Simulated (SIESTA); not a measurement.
Crystal: SnPd.

```
CELL_PARAMETERS angstrom
6.00460 0.00000 0.00000
0.00000 4.00620 0.00000
0.00000 0.00000 6.50183
ATOMIC_POSITIONS crystal
Sn 0.69278 0.25000 0.09331
Sn 0.30722 0.75000 0.90669
Sn 0.19278 0.25000 0.40669
Sn 0.80722 0.75000 0.59331
Pd 0.50878 0.25000 0.69382
Pd 0.49122 0.75000 0.30618
Pd 0.00878 0.25000 0.80618
Pd 0.99122 0.75000 0.19382
```

The cell is a database's computed one.

| Property | Result |
| --- | --- |
| Program | SIESTA 5.4.2 |
| Task | single point |
| Functional | PBEsol |
| Potentials or basis | PseudoDojo 0.4 standard (PBEsol files) |
| Basis | DZP (energy shift 0.003 Ry; two zetas on semicore shells) |
| Grid cutoff | 800 Ry |
| Energy shift | 0.003 Ry |
| k mesh | 5 × 7 × 4 |
| Occupations | fermi-dirac, width 0.05 eV |
| Spin | no spin polarisation |

On this cell: pressure -1.3 GPa; largest force 0.118 eV/Å; band gap on the k mesh none (metal or under the smearing width).

The same run follows on a disturbed copy (atoms moved at random, drawn with an rms of 0.05 Å):

```
CELL_PARAMETERS angstrom
6.00460 0.00000 0.00000
0.00000 4.00620 0.00000
0.00000 0.00000 6.50183
ATOMIC_POSITIONS crystal
Sn 0.68661 0.25779 0.09688
Sn 0.30777 0.75670 0.90631
Sn 0.18424 0.25104 0.42046
Sn 0.79592 0.75368 0.58351
Pd 0.51157 0.25162 0.69151
Pd 0.48957 0.75163 0.31042
Pd 0.01005 0.25883 0.79825
Pd 0.99392 0.75142 0.19602
```

**Question.** What does the disturbed cell give?

**Answer.** The energy (extrapolated to zero smearing) moves by +15.7 meV/atom; pressure -0.8 GPa; largest force 1.034 eV/Å; band gap on the k mesh none (metal or under the smearing width).

Forces in eV/Å, atoms in the order of the input:
```
Sn   0.391 -0.157 -0.206
Sn  -0.128 -0.055 -0.015
Sn   0.222  0.025 -0.793
Sn   0.668  0.030  0.789
Pd  -0.020  0.082  0.127
Pd  -0.643  0.089 -0.328
Pd  -0.351 -0.071  0.642
Pd  -0.139  0.058 -0.216
```

Stress tensor (GPa, compression positive):
```
-0.35 -0.01  0.42
-0.01 -1.84  0.05
 0.42  0.05 -0.15
```

Caveats: the basis of atomic orbitals isn't converged, which shifts pressures, moduli and gaps.
